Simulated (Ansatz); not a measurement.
# ClF2H3W: the cost of one run

Program: Ansatz 0.2.0. Level of theory: RKS PBE-D4/def2-SVP. These are calculated values, not measurements.

### Step 1. Starting point

Bond lengths: W1–F2 1.850 Å, W1–H3 1.720 Å, W1–F4 1.850 Å, W1–Cl5 2.390 Å, W1–H6 1.720 Å, W1–H7 1.720 Å. Angles (14 of 15 angles, heavy atoms first): F2–W1–F4 90.0°, F2–W1–Cl5 90.0°, F4–W1–Cl5 90.0°, F2–W1–H3 90.0°, F2–W1–H6 90.0°, F2–W1–H7 180.0°, H3–W1–F4 90.0°, H3–W1–Cl5 180.0°, F4–W1–H6 180.0°, F4–W1–H7 90.0°, Cl5–W1–H6 90.0°, Cl5–W1–H7 90.0°, H3–W1–H6 90.0°, H3–W1–H7 90.0°.

Coordinates:

```xyz
7

W     0.0000    0.0000    0.0000
F     0.0000    0.0000    1.8500
H     1.7200    0.0000    0.0000
F     0.0000    1.8500    0.0000
Cl   -2.3900    0.0000    0.0000
H     0.0000   -1.7200    0.0000
H     0.0000    0.0000   -1.7200
```

### Step 2. Relaxing the start

Contents of input.yaml:

```yaml
crystal:
  periodic: [false, false, false]
  atoms:
    - { symbol: W, position_ang: [0.0, 0.0, 0.0] }
    - { symbol: F, position_ang: [0.0, 0.0, 1.85] }
    - { symbol: H, position_ang: [1.72, 0.0, 0.0] }
    - { symbol: F, position_ang: [0.0, 1.85, 0.0] }
    - { symbol: Cl, position_ang: [-2.39, 0.0, 0.0] }
    - { symbol: H, position_ang: [0.0, -1.72, 0.0] }
    - { symbol: H, position_ang: [0.0, 0.0, -1.72] }
basis:
  gaussian: { orbitals: def2-SVP }
hamiltonian:
  xc: pbe
  dispersion: d4
relax:
  f_tol: 0.02
  max_steps: 40
output:
  orbitals: {}
```

The run is started by

```console
$ ansatz run input.yaml --threads 1 --pin off --max-ram 2048MiB --backend cpu --events-out ev --progress --plain --runs-dir out
```

What time and memory should one allow on 1 thread of Arm Neoverse V2, shared host?

About 33 s, with a peak of 0.12 GiB.
